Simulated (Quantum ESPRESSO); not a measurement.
# SnSe2 (P-3m1) in Quantum ESPRESSO: relaxation of cell and atoms with AM05+D4

Aim: the relaxation of cell and atoms of SnSe2 with AM05+D4.

All numbers are computed with Quantum ESPRESSO 7.5; they aren't measurements. Logs are shortened: lines on timing, memory, paths and dates and some standing lists are left out, and cuts for length are marked.

**1. Starting point**

The structure is trigonal, space group P-3m1 (No. 164). Conventional cell: a = 3.811 Å, b = 3.811 Å, c = 6.136 Å, α = 90.00°, β = 90.00°, γ = 120.00°. Around Sn (site symmetry -3m) lie 6 Se at 2.68 Å. Se (site symmetry 3m) has 3 Sn at 2.68 Å as nearest neighbours.

**2. Relaxation of cell and atoms, AM05+D4**

File run.py:

```python
import numpy as np
from ase.calculators.espresso import Espresso, EspressoProfile
from ase.io import read

atoms = read('POSCAR')

input_data = {
    'control': {'calculation': 'scf', 'prefix': 'pwscf', 'outdir': './tmp', 'tprnfor': True, 'tstress': True, 'disk_io': 'low'},
    'system': {'ecutwfc': 86.0, 'nbnd': 32, 'input_dft': 'XC-000I-000I-120L-135L-000I-000I', 'occupations': 'smearing', 'smearing': 'fd', 'degauss': 0.00367493},
    'electrons': {'conv_thr': 6e-10, 'electron_maxstep': 120, 'mixing_beta': 0.5},
}
pseudopotentials = {'Se': 'Se.upf', 'Sn': 'Sn.upf'}
profile = EspressoProfile(command='pw.x', pseudo_dir='pseudo')
dft = Espresso(profile=profile, input_data=input_data, pseudopotentials=pseudopotentials, kpts=(7, 7, 4), koffset=(0, 0, 0))
from ase.calculators.mixing import SumCalculator
from dftd4.ase import DFTD4
d4 = DFTD4(method='am05')
atoms.calc = SumCalculator([dft, d4])

from ase.optimize import BFGS
from ase.filters import FrechetCellFilter
done = BFGS(FrechetCellFilter(atoms), trajectory='opt.traj').run(fmax=0.02, steps=30)
print('converged', done)
print('cell (A)', np.round(atoms.cell.cellpar(), 5))
print(f'energy {atoms.get_potential_energy():.8f} eV')
print('forces (eV/A)')
print(np.round(atoms.get_forces(), 6))
print('stress (eV/A^3, Voigt)')
print(np.round(atoms.get_stress(), 8))
print(f'Fermi level {dft.get_fermi_level():.4f} eV')
print(f'D4 part {d4.get_potential_energy(atoms):.8f} eV')
atoms.write('final.traj')
```

File POSCAR:

```
SnSe2
1.0
    3.8110000000      0.0000000000      0.0000000000
   -1.9055000000      3.3004228138      0.0000000000
    0.0000000000      0.0000000000      6.1360000000
Sn Se
1 2
Direct
    0.0000000000      0.0000000000      0.0000000000
    0.6666666667      0.3333333333      0.7510000000
    0.3333333333      0.6666666667      0.2490000000
```

Potentials or basis: PseudoDojo 0.4.1 SR PBE standard.

On the command line:

```console
> OMP_NUM_THREADS=1 python run.py
```

What it wrote:

```text
Step          Energy          fmax
BFGS:    0    -8717.486330        0.526484
BFGS:    1    -8717.496309        0.407719
BFGS:    2    -8717.509942        0.111579
BFGS:    3    -8717.510442        0.109687
BFGS:    4    -8717.512660        0.099473
BFGS:    5    -8717.513108        0.078099
BFGS:    6    -8717.513249        0.050770
BFGS:    7    -8717.513323        0.038139
BFGS:    8    -8717.513601        0.047943
BFGS:    9    -8717.514089        0.067563
BFGS:   10    -8717.514809        0.070293
BFGS:   11    -8717.515343        0.045153
BFGS:   12    -8717.515558        0.014023
converged True
cell (A) [  3.80276   3.80276   6.02982  90.       90.      120.     ]
energy -8717.51555841 eV
forces (eV/A)
[[-0.       0.      -0.     ]
 [ 0.      -0.      -0.01097]
 [-0.       0.       0.01097]]
stress (eV/A^3, Voigt)
[-0.00021653 -0.00021653 -0.0005571  -0.          0.         -0.        ]
Fermi level 9.2303 eV
D4 part -0.69578699 eV
```

espresso.pwi:

```text
&CONTROL
   calculation      = 'scf'
   tstress          = .true.
   tprnfor          = .true.
   outdir           = './tmp'
   prefix           = 'pwscf'
   disk_io          = 'low'
   pseudo_dir       = 'pseudo'
/
&SYSTEM
   nbnd             = 32
   ecutwfc          = 86.0
   occupations      = 'smearing'
   degauss          = 0.00367493
   smearing         = 'fd'
   input_dft        = 'XC-000I-000I-120L-135L-000I-000I'
   ntyp             = 2
   nat              = 3
   ibrav            = 0
/
&ELECTRONS
   electron_maxstep = 120
   conv_thr         = 6e-10
   mixing_beta      = 0.5
/
&IONS
/
&CELL
/
&FCP
/
&RISM
/
ATOMIC_SPECIES
Sn 118.71 Sn.upf
Se 78.971 Se.upf

K_POINTS automatic
7 7 4  0 0 0

CELL_PARAMETERS angstrom
3.80275601993880 0.00000000122819 -0.00000000000327
-1.90137800890576 3.29328331825249 0.00000000000308
-0.00000000000522 0.00000000000267 6.02982265639575

ATOMIC_POSITIONS angstrom
Sn 0.0000000000 0.0000000000 0.0000000000  
Se 1.9013780105 1.0977611068 4.4498815649  
Se 0.0000000005 2.1955222127 1.5799410915
```

espresso.pwo:

```text
This program is part of the open-source Quantum ESPRESSO suite
     for quantum simulation of materials; please cite
         "P. Giannozzi et al., J. Phys.:Condens. Matter 21 395502 (2009);
         "P. Giannozzi et al., J. Phys.:Condens. Matter 29 465901 (2017);
         "P. Giannozzi et al., J. Chem. Phys. 152 154105 (2020);
     in publications or presentations arising from this work. More details at

Warning: card &CELL ignored
Warning: card &FCP ignored
Warning: card &RISM ignored

     IMPORTANT: XC functional enforced from input :
     Exchange-correlation= XC-000I-000I-120L-135L-000I-000I
                           (   0   0 120 135   0   0   0)
     Any further DFT definition will be discarded
     Please, verify this is what you really want

     Message from routine setup:
     using ibrav=0 with symmetry is DISCOURAGED, use correct ibrav instead

     G-vector sticks info
     --------------------
     sticks:   dense  smooth     PW     G-vecs:    dense   smooth      PW
     Sum        1237    1237    349                54991    54991    8279

     Using Slab Decomposition

     bravais-lattice index     =            0
     lattice parameter (alat)  =       7.1862  a.u.
     unit-cell volume          =     509.5992 (a.u.)^3
     number of atoms/cell      =            3
     number of atomic types    =            2
     number of electrons       =        46.00
     number of Kohn-Sham states=           32
     kinetic-energy cutoff     =      86.0000  Ry
     charge density cutoff     =     344.0000  Ry
     scf convergence threshold =      6.0E-10
     mixing beta               =       0.5000
     number of iterations used =            8  plain     mixing
     Exchange-correlation= XC-000I-000I-120L-135L-000I-000I
                           (   0   0 120 135   0   0   0)

     celldm(1)=   7.186167  celldm(2)=   0.000000  celldm(3)=   0.000000
     celldm(4)=   0.000000  celldm(5)=   0.000000  celldm(6)=   0.000000

     crystal axes: (cart. coord. in units of alat)
               a(1) = (   1.000000   0.000000  -0.000000 )
               a(2) = (  -0.500000   0.866025   0.000000 )
               a(3) = (  -0.000000   0.000000   1.585645 )

[... 78 lines left out ...]
      default values.

     WARNING: libxc functional with ID  135 depends
      on external parameters: check the user_guide of
      QE if you need to modify them or to check their
      default values.

     Initial potential from superposition of free atoms

     starting charge      45.9983, renormalised to      46.0000
     Starting wfcs are   27 randomized atomic wfcs +    5 random wfcs

     Self-consistent Calculation

     iteration #  1     ecut=    86.00 Ry     beta= 0.50
     Davidson diagonalization with overlap
     ethr =  1.00E-02,  avg # of iterations =  6.1

     Threshold (ethr) on eigenvalues was too large:
     Diagonalizing with lowered threshold

     Davidson diagonalization with overlap
     ethr =  1.57E-04,  avg # of iterations =  4.1

     total energy              =    -640.65980728 Ry
     estimated scf accuracy    <       0.07203836 Ry
[... 50 lines left out ...]
     iteration #  9     ecut=    86.00 Ry     beta= 0.50
     Davidson diagonalization with overlap
     ethr =  8.26E-12,  avg # of iterations =  2.2

     End of self-consistent calculation

          k = 0.0000 0.0000 0.0000 (  6885 PWs)   bands (ev):

   -37.7753 -37.7753 -37.7752 -37.7752 -37.7428 -37.7428 -37.7420 -37.7420
   -37.7314 -37.7312 -12.3050 -12.3050 -12.2720 -12.2567 -12.2567  -5.1202
    -3.3664   2.4663   8.2873   8.2873   8.4874   8.4874   8.8569   9.8117
    11.9203  13.5293  13.5293  17.0355  17.9211  17.9211  18.5039  18.8379

          k = 0.0000-0.0000 0.1577 (  6886 PWs)   bands (ev):

   -37.7753 -37.7753 -37.7752 -37.7752 -37.7427 -37.7427 -37.7422 -37.7422
   -37.7314 -37.7313 -12.3050 -12.3050 -12.2719 -12.2568 -12.2568  -5.0082
    -3.5950   2.9501   7.5326   8.1931   8.1931   8.6248   8.6248  10.8207
    11.9123  13.3437  13.3437  16.9140  17.4967  17.4967  17.9738  19.5209
[... 178 lines left out ...]
   -37.7752 -37.7751 -37.7748 -37.7747 -37.7428 -37.7427 -37.7424 -37.7422
   -37.7311 -37.7310 -12.3429 -12.2902 -12.2742 -12.2517 -12.2366  -3.7952
    -2.9708   2.0970   4.4301   6.0087   6.1440   7.6400   8.5662  10.7587
    13.1558  14.1744  14.5553  15.2073  17.4583  19.0971  19.8222  20.3729

     the Fermi energy is     9.2303 ev

!    total energy              =    -640.67449230 Ry
     estimated scf accuracy    <          1.5E-10 Ry
     smearing contrib. (-TS)   =      -0.00001030 Ry
     internal energy E=F+TS    =    -640.67448200 Ry

     The total energy is F=E-TS. E is the sum of the following terms:
     one-electron contribution =    -335.06465152 Ry
     hartree contribution      =     183.69967863 Ry
     xc contribution           =    -138.97529499 Ry
     ewald contribution        =    -350.33421413 Ry

     convergence has been achieved in   9 iterations

     Forces acting on atoms (cartesian axes, Ry/au):

     atom    1 type  1   force =     0.00000000    0.00000000    0.00000000
     atom    2 type  2   force =    -0.00000000    0.00000000   -0.00011246
     atom    3 type  2   force =     0.00000000   -0.00000000    0.00011246

     Total force =     0.000159     Total SCF correction =     0.000020
     SCF correction compared to forces is large: reduce conv_thr to get better values

     Computing stress (Cartesian axis) and pressure

          total   stress  (Ry/bohr**3)                   (kbar)     P=       14.76
   0.00009851  -0.00000000   0.00000000           14.49       -0.00        0.00
  -0.00000000   0.00009851  -0.00000000           -0.00       14.49       -0.00
   0.00000000  -0.00000000   0.00010406            0.00       -0.00       15.31

=------------------------------------------------------------------------------=
   JOB DONE.
=------------------------------------------------------------------------------=
```

Run time: 23 min. Hardware: 1 thread of Arm Neoverse V1, shared host; peak memory 0.18 GiB.

Results:

| Item | Value |
| --- | --- |
| Free energy | -8717.5163 eV |
| Relaxed volume | 25.17 Å³/atom |
| Relaxed cell | a = 3.803 Å, b = 3.803 Å, c = 6.030 Å, α = 90.00°, β = 90.00°, γ = 120.00° |
| Space group after relaxing (to 0.05 Å) | P-3m1 (No. 164) |
| Energy gained by relaxing | 9.7 meV/atom |
| Ionic steps | 13 |
| Pressure after relaxing | 0.1 GPa |
| Largest force after relaxing | 0.011 eV/Å |
| Band gap on the k mesh | 0.60 eV, indirect (least direct gap 0.95 eV) |
| Dispersion energy per atom | -0.232 eV |

Forces in eV/Å, atoms in the order of the input:
```
Sn   0.000  0.000  0.000
Se   0.000  0.000 -0.011
Se   0.000  0.000  0.011
```

The path:
```csv
step,energy change (eV),largest force (eV/Å),pressure (GPa),volume (Å³)
1,0.0000,0.5265,1.54,77.18
2,-0.0100,0.4069,0.99,77.45
3,-0.0236,0.0584,-0.53,78.17
4,-0.0241,0.0405,-0.55,78.11
5,-0.0263,0.0211,-0.41,77.44
6,-0.0268,0.0081,-0.18,77.09
7,-0.0269,0.0142,-0.02,76.90
8,-0.0270,0.0246,0.04,76.83
9,-0.0273,0.0478,0.16,76.62
10,-0.0278,0.0677,0.28,76.27
11,-0.0285,0.0710,0.34,75.77
12,-0.0290,0.0438,0.22,75.49
13,-0.0292,0.0110,0.05,75.51
```

Final structure:
```
Sn Se
1.0
     3.80276    0.00000    0.00000
    -1.90138    3.29328    0.00000
     0.00000    0.00000    6.02982
Sn Se
1 2
Direct
  0.00000 0.00000 0.00000
  0.66667 0.33333 0.73798
  0.33333 0.66667 0.26202
```

Caveat: the potentials were made for another functional, which shifts forces and pressure; spin-orbit coupling is left out, which moves the levels of the heavy elements; an odd mesh through Γ misses points on the zone boundary, where band edges often lie.
